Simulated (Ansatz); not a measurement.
# Ge2Sb2Te5: the cost of one run

Method: DFT r2SCAN+rVV10, scalar-relativistic, plane waves, PAW, in Ansatz 0.2.0.

## (1) The starting structure

The structure is trigonal, space group R-3m (No. 166). Conventional cell: a = 4.250 Å, b = 4.250 Å, c = 52.050 Å, α = 90.00°, β = 90.00°, γ = 120.00°. Te (site symmetry -3m) is surrounded by 6 Sb at 3.01 Å. Sb (site symmetry 3m) is surrounded by 6 Te at 3.01 Å. Around Te (site symmetry 3m) lie 3 Ge at 3.01 Å and 3 Sb at 3.01 Å. Ge (site symmetry 3m) is surrounded by 6 Te at 3.01 Å. Te (site symmetry 3m) has 3 Ge at 3.01 Å as nearest neighbours.

Coordinates:

```xyz
9
Lattice="4.2500 0.0000 0.0000 -2.1250 3.6806 0.0000 2.1250 -1.2269 17.3500" Properties=species:S:1:pos:R:3 pbc="T T T"
Te    0.0000    0.0000    0.0000
Sb    0.0000    2.4537    1.7350
Te    2.1250    1.2269    3.4700
Ge    4.2500    0.0000    5.2050
Te    0.0000    2.4537    6.9400
Te    4.2500    0.0000   10.4100
Ge    0.0000    2.4537   12.1450
Te    2.1250    1.2269   13.8800
Sb    4.2500    0.0000   15.6150
```

## (2) Relaxing cell and atoms: Ge2Sb2Te5, no spin

Input file input.yaml:

```yaml
crystal:
  lattice:
    - [4.25, 0.0, 0.0]
    - [-2.125, 3.6806079661, 0.0]
    - [2.125, -1.226869322, 17.35]
  atoms:
    - { symbol: Te, position: [0.0, 0.0, 0.0] }
    - { symbol: Sb, position: [0.3, 0.7, 0.1] }
    - { symbol: Te, position: [0.6, 0.4, 0.2] }
    - { symbol: Ge, position: [0.9, 0.1, 0.3] }
    - { symbol: Te, position: [0.2, 0.8, 0.4] }
    - { symbol: Te, position: [0.8, 0.2, 0.6] }
    - { symbol: Ge, position: [0.1, 0.9, 0.7] }
    - { symbol: Te, position: [0.4, 0.6, 0.8] }
    - { symbol: Sb, position: [0.7, 0.3, 0.9] }
scf:
  occupations: { method: gaussian, width: 0.03 }
output:
  forces: true
  stress: true
  eigenvalues: true
hamiltonian:
  xc: r2scan
  dispersion: rvv10
kpoints:
  mp_grid: { grid: [10, 10, 2] }
relax:
  f_tol: 0.005
  max_steps: 80
  cell: { stress_tol: 0.05 }
```

Started as:

```
ansatz run input.yaml --threads 4 --pin off --max-ram 8192MiB --backend cpu --events-out ev --progress --plain --runs-dir out
```

**Question.** How long does this run take on 4 threads of Intel Xeon Platinum 8375C at 2.90GHz (Ice Lake), shared host, and how much memory does it need?

About 5.8 min, with a peak of 2.6 GiB.
